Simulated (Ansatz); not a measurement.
# BAsH2F radical (SMILES F[B][AsH2]): functionals against CCSD(T) at one geometry

Aim: energy, forces and dipole at a structure displaced at random from a GFN2-xTB minimum, from CCSD(T) and from density functionals.

Program: Ansatz 0.2.0, Gaussian basis. Level of theory: single points in def2-TZVPP. These are calculated values, not measurements.

Correlated methods freeze the cores. Filled d shells of the heavier atoms are correlated. Orbitals are unrestricted.

**1. The starting structure**

5 atoms, charge 0, spin multiplicity 2.

Atoms are counted from 1 here; the program's logs count them from 0.

Bond lengths: F1–B2 1.286 Å, B2–As3 2.142 Å, As3–H4 1.704 Å, As3–H5 1.659 Å. Angles: F1–B2–As3 125.1°, B2–As3–H4 77.7°, B2–As3–H5 94.6°, H4–As3–H5 88.7°.

Geometry (Å):

| atom | x (Å) | y (Å) | z (Å) |
| --- | --- | --- | --- |
| F1 | 0.0316 | -1.5023 | 1.6845 |
| B2 | 0.5201 | -0.6280 | 0.8780 |
| As3 | -0.6244 | 0.8235 | -0.2037 |
| H4 | -0.5569 | -0.4778 | -1.3016 |
| H5 | 0.6897 | 1.4871 | -0.9692 |

**2. CCSD(T)/def2-TZVPP**

Contents of run/in.yaml:

```yaml
crystal:
  periodic: [false, false, false]
  atoms:
    - {symbol: F, position_ang: [0.031600, -1.502300, 1.684500]}
    - {symbol: B, position_ang: [0.520100, -0.628000, 0.878000]}
    - {symbol: As, position_ang: [-0.624400, 0.823500, -0.203700]}
    - {symbol: H, position_ang: [-0.556900, -0.477800, -1.301600]}
    - {symbol: H, position_ang: [0.689700, 1.487100, -0.969200]}
basis:
  gaussian: {orbitals: def2-TZVPP}
magnetization: {spin_polarized: true, initial_magnetization: 1}
correlation: {method: ccsd_t}
scf: {omitted_lower_state_checks: [cluster_reference]}
output: {forces: true}
```

No record of the launch command was kept for these runs.

**3. PBE0-D4/def2-TZVPP**

Edit run/in.yaml of step 2 so:

```diff
@@ -11,4 +11,3 @@
 magnetization: {spin_polarized: true, initial_magnetization: 1}
-correlation: {method: ccsd_t}
-scf: {omitted_lower_state_checks: [cluster_reference]}
-output: {forces: true}
+hamiltonian: {xc: pbe0, dispersion: d4}
+output: {forces: true, orbitals: {seedname: orbitals}}
```

**4. wB97M-V/def2-TZVPP**

Edit run/in.yaml of step 3 so:

```diff
@@ -11,3 +11,3 @@
 magnetization: {spin_polarized: true, initial_magnetization: 1}
-hamiltonian: {xc: pbe0, dispersion: d4}
-output: {forces: true, orbitals: {seedname: orbitals}}
+hamiltonian: {xc: {name: wB97M-V}}
+output: {forces: true}
```

**5. r2SCAN-D4/def2-TZVPP**

Edit run/in.yaml of step 4 so:

```diff
@@ -11,3 +11,3 @@
 magnetization: {spin_polarized: true, initial_magnetization: 1}
-hamiltonian: {xc: {name: wB97M-V}}
+hamiltonian: {xc: r2scan, dispersion: d4}
 output: {forces: true}
```

**6. PBE-D4/def2-TZVPP**

Edit run/in.yaml of step 5 so:

```diff
@@ -11,3 +11,3 @@
 magnetization: {spin_polarized: true, initial_magnetization: 1}
-hamiltonian: {xc: r2scan, dispersion: d4}
+hamiltonian: {xc: pbe, dispersion: d4}
 output: {forces: true}
```

**7. r2SCAN0-D4/def2-TZVPP**

Edit run/in.yaml of step 6 so:

```diff
@@ -11,3 +11,3 @@
 magnetization: {spin_polarized: true, initial_magnetization: 1}
-hamiltonian: {xc: pbe, dispersion: d4}
+hamiltonian: {xc: {name: r2SCAN0}, dispersion: d4}
 output: {forces: true}
```

**8. revPBE-D4/def2-TZVPP**

Edit run/in.yaml of step 7 so:

```diff
@@ -11,3 +11,3 @@
 magnetization: {spin_polarized: true, initial_magnetization: 1}
-hamiltonian: {xc: {name: r2SCAN0}, dispersion: d4}
+hamiltonian: {xc: {name: revPBE}, dispersion: d4}
 output: {forces: true}
```

(Steps that only read results are left out.)

**Question.** What will these runs give? Wanted: energy less free atoms, CCSD(T)/def2-TZVPP; RMS force component; RMS force error; HOMO and LUMO, PBE0-D4; T1 diagnostic.

**Answer**, as computed:

| quantity | value |
| --- | --- |
| energy less free atoms, CCSD(T)/def2-TZVPP | -325.9 kcal/mol |
| RMS force component | 1.009 to 1.137 eV/Å over the methods |
| RMS force error | PBE0-D4 0.100, wB97M-V 0.079, r2SCAN-D4 0.036, PBE-D4 0.190, r2SCAN0-D4 0.174, revPBE-D4 0.259 eV/Å |
| HOMO and LUMO, PBE0-D4 | -5.54 and -1.70 eV |
| T1 diagnostic | 0.016 |

**Reading.** Against CCSD(T) the functionals' energies less atoms differ by -27.3 to -9.1 kcal/mol, PBE-D4 by -27.3 kcal/mol. CCSD(T) in triple zeta still lacks some correlation energy of the bonds, so part of these gaps is its own basis error and they don't rank the functionals. On forces the order runs from r2SCAN-D4 to revPBE-D4. Frozen-core CCSD(T) forces in triple zeta carry basis errors of their own, and this is one geometry, so small gaps rank nothing.
